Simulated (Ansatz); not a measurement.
**CAM-B3LYP/6-31G(d) (spherical functions) run of C2H5AlO (SMILES [CH3][Al]1[CH2][O]1)**

What is the electronic atomisation energy of C2H5AlO at CAM-B3LYP/6-31G* (spherical functions)? 

The calculation is run with Ansatz 0.2.0.

82 further runs of the same task are left out: 82 set aside as unsound or not needed.

### 1 The molecule

C2H5AlO: 9 atoms, total charge 0, spin state singlet. SMILES: `[CH3][Al]1[CH2][O]1`. Geometry: relaxed at PBE0-D4/def2-TZVP.

Bond lengths: C1–Al2 1.934 Å, Al2–C3 1.883 Å, Al2–O4 1.707 Å, C3–O4 1.488 Å, C1–H5 1.093 Å, C1–H6 1.091 Å, C1–H7 1.094 Å, C3–H8 1.091 Å, C3–H9 1.091 Å. Some angles: C1–Al2–C3 171.7°, C1–Al2–O4 139.6°, C3–Al2–O4 48.7°, Al2–C3–O4 59.5°, Al2–O4–C3 71.8°, Al2–C1–H5 110.3°, Al2–C1–H6 112.2°, Al2–C1–H7 110.1°, Al2–C3–H8 123.8°, Al2–C3–H9 123.8°.

### 2 The energy at CAM-B3LYP/6-31G(d) (spherical functions)

Contents of in.yaml:

```yaml
crystal:
  periodic: [false, false, false]
  atoms:
    - {symbol: C, position_ang: [-0.670900, 1.320200, -1.081500]}
    - {symbol: Al, position_ang: [0.051300, -0.076700, 0.044200]}
    - {symbol: C, position_ang: [0.678700, -1.280200, 1.349300]}
    - {symbol: O, position_ang: [0.789300, -1.609500, -0.097900]}
    - {symbol: H, position_ang: [0.039700, 1.575000, -1.872100]}
    - {symbol: H, position_ang: [-0.900200, 2.226000, -0.517500]}
    - {symbol: H, position_ang: [-1.591200, 0.976800, -1.562100]}
    - {symbol: H, position_ang: [0.038500, -1.980500, 1.887700]}
    - {symbol: H, position_ang: [1.653200, -1.197400, 1.832800]}
basis:
  gaussian:
    orbitals: 6-31G_st_-spherical.json
accuracy: high
output: {orbitals: {seedname: orbitals}}
magnetization:
  spin_polarized: false
hamiltonian:
  xc: {name: CAM-B3LYP}
```

The basis set 6-31G* is read from a file made from the Basis Set Exchange's data (not shown).

Started as:

```
$ ansatz run in.yaml --threads 1 --pin off --max-ram 3480MiB --events-out events.jsonl --progress --plain --runs-dir runs
```

Output:

```text
Warning: RAYON_NUM_THREADS=1 ignored (pool sized by the plan → 1); use --threads N
Functional definition: CAM-B3LYP
  name "CAM-B3LYP"
  parameter alpha = 0.19
  parameter beta = 0.46
  parameter omega = 0.33/bohr
  parameter ac = 0.81
  exchange = (1 - alpha - beta)*b88_x + beta*b88_x_sr(omega) + alpha*exact_x + beta*exact_x_lr(omega)
  correlation = (1 - ac)*vwn5_c + ac*lyp_c
1640 factors; integrals over basis functions are off by at most 8.4e-9 eV
414 factors; integrals over basis functions are off by at most 2.0e-9 eV
mean field evaluation 1: about -10788.3786 eV, gradient 5.9e1 eV
mean field evaluation 2: about -10777.1019 eV, gradient 9.6e1 eV
mean field evaluation 4: about -10796.0535 eV, gradient 3.7e0 eV
mean field evaluation 8: about -10796.2470 eV, gradient 3.3e-1 eV
mean field evaluation 16: about -10796.2474 eV, gradient 3.5e-5 eV
mean field -10796.24737641 eV, -396.7547731236 hartree, gradient 2.6e-8 eV, S^2 0.000000; 0 other end points of the search recorded, 0 dependent functions left out
reference -10796.24739645 eV, -396.7547738601 hartree; 19, 19 occupied and 51, 51 virtual orbitals, 1640 factors
Total energy: -10796.24739645 eV, -396.7547738601 hartree
```

Run time: 7.2 s. Hardware: 1 thread of Arm Neoverse V2, shared host; peak memory 0.24 GiB.

### 3 The Al atom at the same level

Contents of molecule.yaml:

```yaml
crystal:
  periodic: [false, false, false]
  atoms:
    - {symbol: Al, position_ang: [0.000000, 0.000000, 0.000000]}
basis:
  gaussian: {orbitals: 6-31G_st_-spherical.json}
magnetization: {spin_polarized: true, initial_magnetization: 1}
hamiltonian: {xc: {name: CAM-B3LYP}}
accuracy: high
```

The basis set 6-31G* is read from a file made from the Basis Set Exchange's data (not shown).

Run the same way, it converges to -242.34657 Eh (log not shown).

### 4 The C atom at the same level

Contents of job.yaml:

```yaml
crystal:
  periodic: [false, false, false]
  atoms:
    - {symbol: C, position_ang: [0.000000, 0.000000, 0.000000]}
basis:
  gaussian: {orbitals: 6-31G_st_-spherical.json}
hamiltonian: {xc: {name: CAM-B3LYP}}
magnetization: {spin_polarized: true, initial_magnetization: 2}
accuracy: high
```

The basis set 6-31G* is read from a file made from the Basis Set Exchange's data (not shown).

Run the same way, it converges to -37.82190 Eh (log not shown).

### 5 The H atom

Contents of run.yaml:

```yaml
crystal:
  periodic: [false, false, false]
  atoms:
    - {symbol: H, position_ang: [0.000000, 0.000000, 0.000000]}
basis:
  gaussian:
    orbitals: "6-31G*"
hamiltonian:
  xc: {name: CAM-B3LYP}
accuracy: high
magnetization:
  spin_polarized: true
  initial_magnetization: 1
```

Run the same way, it converges to -0.49683 Eh (log not shown).

### 6 The O atom

Contents of job.yaml:

```yaml
crystal:
  periodic: [false, false, false]
  atoms:
    - {symbol: O, position_ang: [0.000000, 0.000000, 0.000000]}
basis:
  gaussian:
    orbitals: 6-31G_st_-spherical.json
magnetization:
  spin_polarized: true
  initial_magnetization: 2
hamiltonian:
  xc: {name: CAM-B3LYP}
accuracy: high
```

The basis set 6-31G* is read from a file made from the Basis Set Exchange's data (not shown).

Run the same way, it converges to -75.03601 Eh (log not shown).

### 7 Outcome

At CAM-B3LYP/6-31G* (spherical functions):

| quantity | value |
| --- | --- |
| molecule: total energy | -396.75477 Eh |
| molecule: HOMO energy | -7.36 eV |
| molecule: LUMO energy | 0.61 eV |
| molecule: HOMO–LUMO gap | 7.97 eV |
| Al atom: total energy | -242.34657 Eh |
| Al atom: ⟨S²⟩ | 0.753 |
| C atom: total energy | -37.82190 Eh |
| C atom: ⟨S²⟩ | 2.002 |
| H atom: total energy | -0.49683 Eh |
| H atom: ⟨S²⟩ | 0.750 |
| O atom: total energy | -75.03601 Eh |
| O atom: ⟨S²⟩ | 2.002 |
| electronic atomisation energy | 33.858 eV |

In words: Taking the molecule apart into free atoms costs 33.86 eV (3267 kJ/mol), before zero-point energy and without spin-orbit coupling.
